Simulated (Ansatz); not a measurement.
Turn this script for the Ansatz DFT code, driven from Python into the input file that the command-line program reads.

`opt_h5nsi2zn.py`:
```python
'''Geometry optimisation of H5NSi2Zn.'''

import itertools

import ansatz as az
from ase.data import atomic_numbers, covalent_radii
import numpy as np


def main() -> None:
    geometry_ang = [
        ('Si', [-0.1713, 1.1891, -0.6515]),
        ('N', [-0.5297, -0.5059, -0.3591]),
        ('Si', [0.0192, -0.855, 1.2843]),
        ('Zn', [0.0492, -2.0159, -1.0859]),
        ('H', [-0.6747, 1.5695, -2.0358]),
        ('H', [-0.9577, 2.0664, 0.3118]),
        ('H', [1.2477, 1.5156, -0.5537]),
        ('H', [-0.4206, -2.1503, 1.7183]),
        ('H', [1.5265, -0.8599, 1.3545]),
    ]
    mol = az.Crystal.molecule()
    for symbol, xyz in geometry_ang:
        mol = mol.atom(symbol, xyz)

    base = (
        mol.calculation()
        .basis(gaussian='def2-SVP')
        .functional('r2scan')
    )
    symbols = [site.symbol for site in mol.cartesian_sites]
    start = np.array([site.position_ang for site in mol.cartesian_sites], dtype=float)
    def progress(event):
        if event['event'] == 'relax_step':
            row = event['data']
            print(f'step {row["step"]:3d}  E = {row["lagrangian_ev"]:.6f} eV  largest force component {row["allowed_force_max_ev_ang"]:.4f} eV/A')


    data = base.relax(force_tolerance=0.005).session().plan().execute(on_event=progress).report
    end = np.array(data['positions_ang'])

    for key in ('converged', 'free_energy_ev', 'reference_energy_ev', 'n_frozen', 'n_occupied', 'n_virtual'):
        print(f'{key:22s} {data[key]}')

    # pairs closer than 1.2 times the sum of covalent radii, before or after
    radius = [covalent_radii[atomic_numbers[s]] for s in symbols]
    span = lambda where, i, j: np.linalg.norm(where[i] - where[j])
    bonded = [(i, j) for i, j in itertools.combinations(range(len(symbols)), 2) if min(span(start, i, j), span(end, i, j)) < 1.2 * (radius[i] + radius[j])]
    print('pair        before    after (A)')
    for i, j in bonded:
        print(f'{symbols[i]}{i}-{symbols[j]}{j}'.ljust(10), f'{span(start, i, j):8.4f} {span(end, i, j):8.4f}')
    for first, second in list(itertools.combinations(bonded, 2)):
        shared = set(first) & set(second)
        if shared and symbols[(j := shared.pop())] != 'H':
            i, k = sorted((set(first) | set(second)) - {j})
            u, v = end[i] - end[j], end[k] - end[j]
            angle = np.degrees(np.arccos(np.clip(u @ v / np.linalg.norm(u) / np.linalg.norm(v), -1, 1)))
            print(f'final angle {symbols[i]}{i}-{symbols[j]}{j}-{symbols[k]}{k}: {angle:.2f} deg')
    with open('h5nsi2zn_opt.xyz', 'w') as handle:
        handle.write(f'{len(symbols)}\nrelaxed H5NSi2Zn\n')
        handle.writelines(f'{s:2s} {x:11.6f} {y:11.6f} {z:11.6f}\n' for s, (x, y, z) in zip(symbols, end))


if __name__ == '__main__':
    main()
```

```console
$ python opt_h5nsi2zn.py
step   1  E = -65727.949512 eV  largest force component 3.0631 eV/A
step   2  E = -65728.645105 eV  largest force component 2.0915 eV/A
step   3  E = -65729.028954 eV  largest force component 0.8863 eV/A
step   4  E = -65729.261897 eV  largest force component 0.4212 eV/A
step   5  E = -65729.410071 eV  largest force component 0.1850 eV/A
step   6  E = -65729.482174 eV  largest force component 0.2307 eV/A
step   7  E = -65729.481305 eV  largest force component 0.6379 eV/A
step   8  E = -65729.499874 eV  largest force component 0.1027 eV/A
step   9  E = -65729.503274 eV  largest force component 0.1176 eV/A
step  10  E = -65729.505420 eV  largest force component 0.0577 eV/A
step  11  E = -65729.505674 eV  largest force component 0.0298 eV/A
step  12  E = -65729.505895 eV  largest force component 0.0122 eV/A
step  13  E = -65729.506005 eV  largest force component 0.0067 eV/A
step  14  E = -65729.506025 eV  largest force component 0.0017 eV/A
converged              True
free_energy_ev         -65729.50603875701
reference_energy_ev    -65729.50603875701
n_frozen               0
n_occupied             [35, 35]
n_virtual              [71, 71]
pair        before    after (A)
Si0-N1       1.7570   1.7587
Si0-H4       1.5213   1.4955
Si0-H5       1.5218   1.4937
Si0-H6       1.4594   1.4977
N1-Si2       1.7675   1.6450
N1-Zn3       1.7730   2.1846
Si2-Zn3      2.6394   3.4463
Si2-H7       1.4351   1.4866
Si2-H8       1.5089   1.4960
final angle N1-Si0-H4: 107.13 deg
final angle N1-Si0-H5: 109.85 deg
final angle N1-Si0-H6: 114.18 deg
final angle Si0-N1-Si2: 123.66 deg
final angle Si0-N1-Zn3: 102.50 deg
final angle H4-Si0-H5: 109.41 deg
final angle H4-Si0-H6: 107.83 deg
final angle H5-Si0-H6: 108.35 deg
final angle Si2-N1-Zn3: 127.73 deg
final angle N1-Si2-Zn3: 30.09 deg
final angle N1-Si2-H7: 118.46 deg
final angle N1-Si2-H8: 125.33 deg
final angle N1-Zn3-Si2: 22.18 deg
final angle Zn3-Si2-H7: 97.02 deg
final angle Zn3-Si2-H8: 127.85 deg
final angle H7-Si2-H8: 111.94 deg
```

`input.yaml`:
```yaml
crystal:
  periodic: [false, false, false]
  atoms:
    - { symbol: Si, position_ang: [-0.1713, 1.1891, -0.6515] }
    - { symbol: "N", position_ang: [-0.5297, -0.5059, -0.3591] }
    - { symbol: Si, position_ang: [0.0192, -0.855, 1.2843] }
    - { symbol: Zn, position_ang: [0.0492, -2.0159, -1.0859] }
    - { symbol: H, position_ang: [-0.6747, 1.5695, -2.0358] }
    - { symbol: H, position_ang: [-0.9577, 2.0664, 0.3118] }
    - { symbol: H, position_ang: [1.2477, 1.5156, -0.5537] }
    - { symbol: H, position_ang: [-0.4206, -2.1503, 1.7183] }
    - { symbol: H, position_ang: [1.5265, -0.8599, 1.3545] }
basis:
  gaussian:
    orbitals: def2-SVP
hamiltonian:
  xc: r2scan
relax:
  f_tol: 0.005
```

Total energies depend on the basis set; only differences at equal settings carry meaning. The end point is the stationary point reached from this start; no frequency run checks that it is a minimum, and the basis set is modest. The bonding changed during the relaxation, so the end is another isomer than the start names. It ran for 2 min on 1 thread of AMD EPYC 7B13 (Zen 3), with other jobs on the host, peak memory 0.32 GiB.

(Lines on the test bed's own set-up are left out of the output.)
